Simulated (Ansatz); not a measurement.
# ClF2H3Si2: the cost of one run

Computed with Ansatz 0.2.0, Gaussian basis. Level: the settings change from run to run.

## 1. The geometry

An earlier PBE0-D4 in a triple-zeta def2 set relaxation fixed the geometry.

SMILES `F[Si](F)([SiH3])Cl`, 8 atoms, charge 0, spin multiplicity 1.

Atoms are counted from 1 here; the program's logs count them from 0.

Bond lengths: F1–Si2 1.585 Å, Si2–F3 1.585 Å, Si2–Si4 2.330 Å, Si2–Cl5 2.034 Å, Si4–H6 1.484 Å, Si4–H7 1.484 Å, Si4–H8 1.484 Å. Angles: F1–Si2–F3 106.4°, F1–Si2–Si4 111.5°, F1–Si2–Cl5 107.7°, F3–Si2–Si4 111.5°, F3–Si2–Cl5 107.7°, Si4–Si2–Cl5 111.9°, Si2–Si4–H6 108.3°, Si2–Si4–H7 109.5°, Si2–Si4–H8 108.3°, H6–Si4–H7 110.3°, H6–Si4–H8 110.2°, H7–Si4–H8 110.3°.

## 2. wB97/cc-pVTZ

in.yaml reads:

```yaml
crystal:
  periodic: [false, false, false]
  atoms:
    - {symbol: F, position_ang: [1.644445, -0.598374, 1.432560]}
    - {symbol: Si, position_ang: [1.088520, -0.252015, -0.010833]}
    - {symbol: F, position_ang: [1.432039, -1.495196, -0.932189]}
    - {symbol: Si, position_ang: [-1.203194, 0.167240, 0.036001]}
    - {symbol: Cl, position_ang: [2.138633, 1.343271, -0.710164]}
    - {symbol: H, position_ang: [-1.444837, 1.333042, 0.921835]}
    - {symbol: H, position_ang: [-1.915056, -1.028319, 0.553100]}
    - {symbol: H, position_ang: [-1.648450, 0.473352, -1.346109]}
basis:
  gaussian: {orbitals: cc-pVTZ}
hamiltonian: {xc: {name: wB97}}
output: {forces: true}
```

Launch:

```bash
ansatz run in.yaml --threads 4 --pin off --events-out ev --progress --plain --max-ram 10444MiB
```

**Question.** How long does this run take on 4 threads of Arm Neoverse V1, shared host, and how much memory does it need?

About 6.5 s, with a peak of 0.41 GiB.
